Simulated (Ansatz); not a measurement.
# Tl: the cost of one run

Method: DFT PBE, scalar-relativistic, plane waves, PAW, in Ansatz 0.2.0.

4 further runs of the same task are left out: 4 set aside as unsound or not needed.

## (1) The starting structure

Symmetry: P-3m1, No. 164, trigonal system. Conventional cell: a = 3.612 Å, b = 3.612 Å, c = 23.348 Å, α = 90.00°, β = 90.00°, γ = 120.00°. Tl (site symmetry 3m) has 9 Tl at 3.45 to 3.61 Å as nearest neighbours. Around Tl (site symmetry 3m) lie 12 Tl at 3.35 to 3.61 Å.

As a file:

```
Tl
1.0
     3.61243    0.00000    0.00000
    -1.80621    3.12846    0.00000
     0.00000    0.00000   23.34790
Tl
4
Direct
  0.33333 0.66667 0.32579
  0.66667 0.33333 0.44372
  0.33333 0.66667 0.55628
  0.66667 0.33333 0.67421
```

Planes are indexed in the bulk's conventional cell (P6_3/mmc (No. 194)), a = 3.612 Å, b = 3.612 Å, c = 5.565 Å, α = 90.00°, β = 90.00°, γ = 120.00°.

As cut, it was a (001) slab, 8.3 Å thick as cut, with 15 Å of vacuum; its outer planes are Tl (top) and Tl (bottom); it was relaxed in an earlier run.

## (2) Bands of the relaxed slab

The cell repeats along c, and a dipole correction in the vacuum removes the field between the copies.

input.yaml

```yaml
crystal:
  lattice:
    - [3.612429659, 0.0, 0.0]
    - [-1.8062148295, 3.1284558541, 0.0]
    - [0.0, 0.0, 23.3479017896]
  atoms:
    - { symbol: Tl, position: [0.3333333333, 0.6666666667, 0.3257877271] }
    - { symbol: Tl, position: [0.6666666667, 0.3333333333, 0.443724405] }
    - { symbol: Tl, position: [0.3333333333, 0.6666666667, 0.5562755947] }
    - { symbol: Tl, position: [0.6666666667, 0.3333333333, 0.6742122732] }
basis:
  ecutwfc: 420
kpoints:
  mp_grid: { grid: [12, 12, 1] }
  band_path:
    path:
      - [0.5, 0, 0]
      - [0, 0, 0]
      - [0.3333333333333, 0.3333333333333, 0]
      - [0.5, 0, 0]
    npoints: 12
hamiltonian:
  xc: pbe
scf:
  occupations: { method: gaussian, width: 0.1 }
  n_extra_bands: 14
output:
  forces: true
  eigenvalues: true
  populations: true
  fatbands: true
  write_density: true
  write_potential: true
  elf: true
  volumetric_format: npy
efield:
  axis: 3
  dipole_correction: true
  ramp_width: 0.04
```

Command:

```console
$ ansatz run input.yaml --threads 2 --pin off --max-ram 5632MiB --backend cpu --events-out ev --progress --plain --runs-dir out
```

**Question.** How long does this run take on 2 threads of Arm Neoverse V1, shared host, and how much memory does it need?

About 28 s, with a peak of 0.58 GiB.
